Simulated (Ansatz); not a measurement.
# C2H6FNSi: up Jacob's ladder to CCSD(T)

An exercise on one series of results from a longer session: the logs are not shown, and one member is left open.

Program: Ansatz 0.2.0, Gaussian basis. Level of theory: functionals in def2-TZVPP, the program's frozen cores in correlated methods. These are calculated values, not measurements.

Levels to be run: PBE-D4, r2SCAN-D4, PBE0-D4, B3LYP-D4, ωB97X-V, ωB97M-V, B2PLYP; CCSD(T)/def2-TZVPP; MP2/def2-QZVPP; extrapolation to the limit.

## Structure used throughout

The geometry comes from an earlier relaxation with PBE0-D4 in a triple-zeta def2 set; it is a stationary point, not always the lowest conformer.

SMILES `C[Si]1(F)CN1`, 11 atoms, charge 0, spin multiplicity 1.

Atoms are counted from 1 here; the program's logs count them from 0.

Bond lengths: C1–Si2 1.846 Å, C1–H6 1.092 Å, C1–H7 1.091 Å, C1–H8 1.093 Å, Si2–F3 1.593 Å, Si2–C4 1.816 Å, Si2–N5 1.682 Å, C4–N5 1.514 Å, C4–H9 1.088 Å, C4–H10 1.091 Å, N5–H11 1.006 Å. Angles: Si2–C1–H6 111.0°, Si2–C1–H7 110.1°, Si2–C1–H8 110.5°, H6–C1–H7 108.7°, H6–C1–H8 107.9°, H7–C1–H8 108.6°, C1–Si2–F3 107.9°, C1–Si2–C4 124.8°, C1–Si2–N5 124.5°, F3–Si2–C4 122.1°, F3–Si2–N5 116.3°, C4–Si2–N5 51.1°, Si2–C4–N5 59.9°, Si2–C4–H9 124.7°, Si2–C4–H10 118.6°, N5–C4–H9 113.9°, N5–C4–H10 116.4°, H9–C4–H10 112.3° and more.

The first run:

Contents of in.yaml:

```yaml
crystal:
  periodic: [false, false, false]
  atoms:
    - {symbol: C, position_ang: [-1.120764, 1.088764, 0.653028]}
    - {symbol: Si, position_ang: [-0.028293, -0.389624, 0.486762]}
    - {symbol: F, position_ang: [-0.155457, -1.246041, 1.824004]}
    - {symbol: C, position_ang: [1.436282, -0.481578, -0.583818]}
    - {symbol: N, position_ang: [0.186548, -1.259283, -0.936988]}
    - {symbol: H, position_ang: [-0.870967, 1.661103, 1.548818]}
    - {symbol: H, position_ang: [-1.010556, 1.736327, -0.218564]}
    - {symbol: H, position_ang: [-2.167392, 0.784126, 0.730388]}
    - {symbol: H, position_ang: [2.305477, -1.107164, -0.391724]}
    - {symbol: H, position_ang: [1.672906, 0.372976, -1.219785]}
    - {symbol: H, position_ang: [-0.182485, -1.216706, -1.871624]}
basis:
  gaussian: {orbitals: def2-TZVPP}
hamiltonian: {xc: pbe, dispersion: d4}
output: {forces: true, orbitals: {seedname: orbitals}}
```

Run with:

```sh
ansatz run in.yaml --threads 4 --pin off --events-out ev --progress --plain --max-ram 10444MiB
```

Steps of the session up to this table: PBE-D4 (GGA); r2SCAN-D4 (meta-GGA); PBE0-D4 (hybrid); B3LYP-D4 (hybrid); ωB97X-V (range-separated); ωB97M-V (range-separated); B2PLYP (double hybrid); CCSD(T) in def2-TZVPP; MP2 in def2-QZVPP.

One table of the session follows, with a row left open; its other results are not shown here.

```
            method  atomisation energy (kcal/mol)
            PBE-D4                         1032.6
         r2SCAN-D4                         1013.2
           PBE0-D4                         1013.5
          B3LYP-D4                         1011.3
           ωB97X-V                         1016.2
           ωB97M-V                         1016.4
            B2PLYP                         1001.4
     HF/def2-TZVPP                          727.6
    MP2/def2-TZVPP                         1002.1
   CCSD/def2-TZVPP                          968.0
CCSD(T)/def2-TZVPP                          983.0
           MP2/CBS                              ?
       CCSD(T)/CBS                         1012.1
```

**Question.** Estimate the row for MP2/CBS.

The run gave: atomisation energy (kcal/mol): 1031.2. In the column «atomisation energy (kcal/mol)» it lies between ωB97M-V (1016.4) and PBE-D4 (1032.6).
